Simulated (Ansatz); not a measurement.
# CH6BrClHfOSi: basis-set convergence

The task here is to estimate one member of a computed series from the others.

Computed with Ansatz 0.2.0, Gaussian basis. Level: one geometry, several basis sets.

The runs, in order: PBE0-D4/def2-SVP; ωB97M-V/def2-SVP; PBE0-D4/def2-QZVPP; ωB97M-V/def2-QZVPP; the functionals' def2-TZVPP values are taken from earlier runs.

### The geometry

An earlier PBE0-D4 in a triple-zeta def2 set relaxation fixed the geometry. Hf takes the def2 core potential; no spin-orbit term is included.

SMILES `[CH3][Hf]([Cl])([Br])[O][SiH3]`, 12 atoms, charge 0, spin multiplicity 1.

Atoms are counted from 1 here; the program's logs count them from 0.

Bond lengths: C1–Hf2 2.190 Å, C1–H7 1.096 Å, C1–H8 1.096 Å, C1–H9 1.096 Å, Hf2–Cl3 2.345 Å, Hf2–Br4 2.506 Å, Hf2–O5 1.909 Å, O5–Si6 1.646 Å, Si6–H10 1.484 Å, Si6–H11 1.484 Å, Si6–H12 1.484 Å. Angles: Hf2–C1–H7 111.2°, Hf2–C1–H8 110.7°, Hf2–C1–H9 111.4°, H7–C1–H8 107.8°, H7–C1–H9 107.8°, H8–C1–H9 107.8°, C1–Hf2–Cl3 106.3°, C1–Hf2–Br4 106.8°, C1–Hf2–O5 104.3°, Cl3–Hf2–Br4 115.1°, Cl3–Hf2–O5 111.6°, Br4–Hf2–O5 111.8°, Hf2–O5–Si6 179.2°, O5–Si6–H10 109.1°, O5–Si6–H11 109.1°, O5–Si6–H12 109.3°, H10–Si6–H11 109.7°, H10–Si6–H12 109.8° and more.

The first run:

File in.yaml:

```yaml
crystal:
  periodic: [false, false, false]
  atoms:
    - {symbol: C, position_ang: [-2.114064, 0.634776, -0.259445]}
    - {symbol: Hf, position_ang: [-0.617971, -0.207834, 1.100614]}
    - {symbol: Cl, position_ang: [-0.436612, 1.292772, 2.893432]}
    - {symbol: Br, position_ang: [-1.408504, -2.505026, 1.715096]}
    - {symbol: O, position_ang: [0.984769, -0.261447, 0.065842]}
    - {symbol: Si, position_ang: [2.378777, -0.315880, -0.807394]}
    - {symbol: H, position_ang: [-2.239706, 0.007463, -1.149226]}
    - {symbol: H, position_ang: [-3.088671, 0.710944, 0.236499]}
    - {symbol: H, position_ang: [-1.830333, 1.638670, -0.594899]}
    - {symbol: H, position_ang: [2.123531, -1.023832, -2.086469]}
    - {symbol: H, position_ang: [2.833924, 1.069386, -1.083674]}
    - {symbol: H, position_ang: [3.414870, -1.039993, -0.030365]}
basis:
  gaussian: {orbitals: def2-SVP}
hamiltonian: {xc: pbe0, dispersion: d4}
output: {orbitals: {seedname: orbitals}}
```

Launch:

```
> ansatz run in.yaml --threads 2 --pin off --events-out ev --progress --plain --max-ram 22528MiB --backend cpu
```

Steps of the session up to this table: PBE0-D4 in def2-SVP; ωB97M-V in def2-SVP; PBE0-D4 in def2-QZVPP; ωB97M-V in def2-QZVPP.

One table of the session follows, with a row left open; its other results are not shown here.

It belongs to the step «Density functionals: the series». 

| functional | basis | HOMO (eV) |
| --- | --- | --- |
| PBE0-D4 | def2-SVP | -8.29 |
| PBE0-D4 | def2-TZVPP | -8.29 |
| PBE0-D4 | def2-QZVPP | -8.30 |
| ωB97M-V | def2-SVP | ? |
| ωB97M-V | def2-TZVPP | -10.59 |
| ωB97M-V | def2-QZVPP | -10.59 |

Q: Estimate the row for ωB97M-V, def2-SVP from the others.

The run gave: HOMO (eV): -10.56. In the column «HOMO (eV)» it lies between ωB97M-V, def2-QZVPP (-10.59) and PBE0-D4, def2-QZVPP (-8.30).
